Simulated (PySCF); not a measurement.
# RuO₄: NMR shieldings, part 2 of 2

PySCF 2.14.0. Atoms count from 0.

## 7. NMR shieldings: PBE0/pcJ-1 Ru:dyall-v2z, non-relativistic

What the job is given:

```
{"job": {"xc": "PBE0", "basis": {"default": "pcJ-1", "Ru": "dyall-v2z"}, "rel": "nr", "kind": "hnmr"}, "charge": 0, "multiplicity": 1}
Ru    -0.000500     0.000023     0.000096
O      0.020388    -0.015560     1.663579
O      1.561104     0.007353    -0.572033
O     -0.792340     1.362765    -0.533094
O     -0.788662    -1.354581    -0.558548
```

With the program's defaults for keys left out, this is: PBE0/pcJ-1 Ru:dyall-v2z GIAO NMR shielding, non-relativistic, Gaussian nuclei, gas phase.

Standard output:

```text
non-relativistic SCF
coarse grid: 28808 points
cycle   1  E = -4739.3977877499  dE = -7.654e+01  |g| = 7.078e+00  |ddm| = 2.819e+00
cycle   2  E = -4718.3829834243  dE =  2.101e+01  |g| = 1.459e+01  |ddm| = 1.044e+01
cycle   3  E = -4743.3710513781  dE = -2.499e+01  |g| = 1.899e+00  |ddm| = 8.939e+00
cycle   4  E = -4742.7728728334  dE =  5.982e-01  |g| = 2.349e+00  |ddm| = 1.567e+00
cycle   5  E = -4743.6433934668  dE = -8.705e-01  |g| = 1.110e+00  |ddm| = 1.414e+00
cycle   6  E = -4743.8316538057  dE = -1.883e-01  |g| = 4.574e-01  |ddm| = 6.049e-01
cycle   7  E = -4743.8389611527  dE = -7.307e-03  |g| = 4.041e-01  |ddm| = 3.585e-01
cycle   8  E = -4743.8694135485  dE = -3.045e-02  |g| = 4.286e-02  |ddm| = 1.941e-01
cycle   9  E = -4743.8696993494  dE = -2.858e-04  |g| = 1.158e-02  |ddm| = 1.692e-02
cycle  10  E = -4743.8697146541  dE = -1.530e-05  |g| = 7.158e-03  |ddm| = 5.637e-03
cycle  11  E = -4743.8697229484  dE = -8.294e-06  |g| = 2.951e-03  |ddm| = 3.817e-03
final grid: 59056 points
cycle  12  E = -4743.8696117704  dE =  3.215e-05  |g| = 1.330e-02  |ddm| = 7.339e-03
cycle  13  E = -4743.8689391480  dE =  6.726e-04  |g| = 6.067e-02  |ddm| = 3.334e-02
cycle  14  E = -4743.8696457013  dE = -7.066e-04  |g| = 5.476e-04  |ddm| = 2.733e-02
cycle  15  E = -4743.8696457261  dE = -2.486e-08  |g| = 3.945e-04  |ddm| = 3.009e-04
cycle  16  E = -4743.8696457467  dE = -2.060e-08  |g| = 5.404e-05  |ddm| = 1.529e-04
cycle  17  E = -4743.8696457447  dE =  1.987e-09  |g| = 1.226e-04  |ddm| = 8.098e-05
cycle  18  E = -4743.8696457476  dE = -2.860e-09  |g| = 4.375e-06  |ddm| = 5.597e-05
converged SCF energy = -4743.8696457476
check of the scalar solution
cycle   1  E = -4743.8696457476  dE = -4.744e+03  |FDS-SDF| = 4.375e-06
cycle   2  E = -4743.8696457476  dE =  6.366e-12  |FDS-SDF| = 4.324e-06
converged, E = -4743.8696457476

Field gradients (au) and densities at the nuclei (bohr^-3)
atom        Vxx        Vyy        Vzz        centre      nuclear mean
  0 Ru    -0.0041    -0.0050     0.0092      59145.960      58985.401
  1 O     -0.2922    -0.2931     0.5853        309.396        309.383
  2 O     -0.2919    -0.2926     0.5846        309.396        309.383
  3 O     -0.2917    -0.2937     0.5854        309.396        309.383
  4 O     -0.2917    -0.2937     0.5854        309.396        309.383

Core orbital energies (eV)
atom   shell        mean    spread
  0 Ru 1s       -21417.945   0.000
  0 Ru 2s        -3050.306   0.000
  0 Ru 3s         -550.380   0.000
  0 Ru 4s          -83.992   0.000
  0 Ru 2p        -2820.665   0.000
  0 Ru 3p         -459.853   0.001
  0 Ru 4p          -56.412   0.002
  0 Ru 3d         -293.696   0.002

Shielding tensors (ppm)
atom      isotropic    diamagn.    paramagn.     s11        s22        s33       span
  0 Ru    -2462.96     4259.38    -6722.34   -2467.20   -2461.45   -2460.22       6.98
  1 O      -960.02      401.77    -1361.79   -1380.26    -750.79    -749.03     631.23
  2 O      -958.41      401.76    -1360.17   -1379.19    -748.06    -747.99     631.20
  3 O      -960.47      401.77    -1362.24   -1380.64    -751.49    -749.28     631.36
  4 O      -960.36      401.77    -1362.12   -1380.57    -751.36    -749.14     631.43
```

Wall time 42 s (1 thread of Arm Neoverse V2, shared host); peak memory 1.1 GiB.

## 8. NMR shieldings: GIAO PBE0/pcJ-1 Ru:def2-TZVP, core potentials from Rb on, else non-relativistic

What the job is given:

```
{"job": {"xc": "PBE0", "basis": {"default": "pcJ-1", "Ru": "def2-TZVP"}, "rel": "ecp", "pop": false, "kind": "hnmr"}, "charge": 0, "multiplicity": 1}
Ru    -0.000500     0.000023     0.000096
O      0.020388    -0.015560     1.663579
O      1.561104     0.007353    -0.572033
O     -0.792340     1.362765    -0.533094
O     -0.788662    -1.354581    -0.558548
```

With the program's defaults for keys left out, this is: GIAO PBE0/pcJ-1 Ru:def2-TZVP NMR shielding, scalar-relativistic core potentials on the heavy atoms, no spin-orbit coupling, gas phase.

Standard output:

```text
coarse grid: 28808 points
cycle   1  E = -395.1730382712  dE = -7.478e+00  |g| = 1.175e+00  |ddm| = 4.310e+00
cycle   2  E = -393.7142673321  dE =  1.459e+00  |g| = 3.225e+00  |ddm| = 1.741e+00
cycle   3  E = -395.3514254988  dE = -1.637e+00  |g| = 4.838e-01  |ddm| = 1.466e+00
cycle   4  E = -395.3906809692  dE = -3.926e-02  |g| = 4.130e-02  |ddm| = 2.966e-01
cycle   5  E = -395.3908559484  dE = -1.750e-04  |g| = 2.728e-02  |ddm| = 2.883e-02
cycle   6  E = -395.3909633218  dE = -1.074e-04  |g| = 1.349e-02  |ddm| = 1.851e-02
cycle   7  E = -395.3909975296  dE = -3.421e-05  |g| = 7.253e-04  |ddm| = 6.385e-03
cycle   8  E = -395.3909976288  dE = -9.918e-08  |g| = 1.498e-04  |ddm| = 4.851e-04
final grid: 59056 points
cycle   9  E = -395.3909427738  dE =  4.745e-08  |g| = 7.387e-04  |ddm| = 6.403e-04
cycle  10  E = -395.3909408371  dE =  1.937e-06  |g| = 3.256e-03  |ddm| = 1.918e-03
cycle  11  E = -395.3909428788  dE = -2.042e-06  |g| = 2.068e-05  |ddm| = 1.566e-03
cycle  12  E = -395.3909428787  dE =  1.772e-10  |g| = 4.155e-05  |ddm| = 2.566e-05
cycle  13  E = -395.3909428789  dE = -2.710e-10  |g| = 6.834e-06  |ddm| = 1.833e-05
converged SCF energy = -395.3909428789

GIAO shielding tensors (ppm)
atom      isotropic    diamagn.    paramagn.     s11        s22        s33       span
  0 Ru         nan         nan         nan        nan        nan        nan        nan
  1 O     -876.293     399.395   -1275.689  -1233.747   -698.364   -696.770    536.977
  2 O     -874.825     399.391   -1274.216  -1232.739   -695.886   -695.852    536.887
  3 O     -876.615     399.396   -1276.011  -1233.997   -698.960   -696.888    537.109
  4 O     -876.483     399.396   -1275.878  -1233.892   -698.797   -696.758    537.134
```

Run time: 8.7 s. Hardware: 1 thread of Arm Neoverse V2, shared host; peak memory 0.82 GiB.

An atom whose core is replaced by a potential has no meaningful shielding, so its row holds no numbers.

## 9. Shieldings side by side

| run | Ru0 | O3 | O4 | O1 | O2 | time |
| --- | --- | --- | --- | --- | --- | --- |
| step 3, PBE0/pcJ-1 Ru:dyall-v2z, spin–orbit | -1829.5 | -859.1 | -859.1 | -858.8 | -857.4 | 2.6 min |
| step 4, PBE0/pcJ-1 Ru:dyall-v2z, spin–orbit (one-electron part alone) | -1836.1 | -852.6 | -852.5 | -852.2 | -850.9 | 2.7 min |
| step 5, PBE0/pcJ-1 Ru:dyall-v2z, spin-free | -2345.9 | -873.2 | -873.1 | -872.9 | -871.4 | 47 s |
| step 6, PBE0/pcJ-1 Ru:dyall-v2z, spin-free with spin-dependent field terms | -1789.0 | -870.1 | -870.0 | -869.7 | -868.3 | 2 min |
| step 7, PBE0/pcJ-1 Ru:dyall-v2z, non-relativistic | -2463.0 | -960.5 | -960.4 | -960.0 | -958.4 | 42 s |
| step 8, GIAO PBE0/pcJ-1 Ru:def2-TZVP, core potentials from Rb on, else non-relativistic | – | -876.6 | -876.5 | -876.3 | -874.8 | 8.7 s |

## 10. Results

What follows sums up all 2 parts.

| quantity | value |
| --- | --- |
| point group | Td |
| rotational constants (main isotopes) | 4.28, 4.28, 4.28 GHz |
| energy from spin-orbit coupling (step 3, PBE0/pcJ-1 Ru:dyall-v2z, spin–orbit) | -0.3571 Eh |
| shieldings (step 3, PBE0/pcJ-1 Ru:dyall-v2z, spin–orbit) | Ru0 -1829.5, O1 -858.8, O2 -857.4, O3 -859.1, O4 -859.1 ppm |
| energy from spin-orbit coupling (step 4, PBE0/pcJ-1 Ru:dyall-v2z, spin–orbit (one-electron part alone)) | -0.3948 Eh |
| shieldings (step 4, PBE0/pcJ-1 Ru:dyall-v2z, spin–orbit (one-electron part alone)) | Ru0 -1836.1, O1 -852.2, O2 -850.9, O3 -852.6, O4 -852.5 ppm |
| shieldings (step 5, PBE0/pcJ-1 Ru:dyall-v2z, spin-free) | Ru0 -2345.9, O1 -872.9, O2 -871.4, O3 -873.2, O4 -873.1 ppm |
| shieldings (step 6, PBE0/pcJ-1 Ru:dyall-v2z, spin-free with spin-dependent field terms) | Ru0 -1789.0, O1 -869.7, O2 -868.3, O3 -870.1, O4 -870.0 ppm |
| shieldings (step 7, PBE0/pcJ-1 Ru:dyall-v2z, non-relativistic) | Ru0 -2463.0, O1 -960.0, O2 -958.4, O3 -960.5, O4 -960.4 ppm |
| shieldings (step 8, GIAO PBE0/pcJ-1 Ru:def2-TZVP, core potentials from Rb on, else non-relativistic) | O1 -876.3, O2 -874.8, O3 -876.6, O4 -876.5 ppm |

**Reading.** Over 4 steps the energy fell by 0.483 eV; of the close pairs, Ru0–O3 changed most, 1.604 to 1.664 Å. The steps not marked spin–orbit leave spin-orbit coupling out. Ru0 moves most between the runs, by 674 ppm; the labels say what changes from run to run.
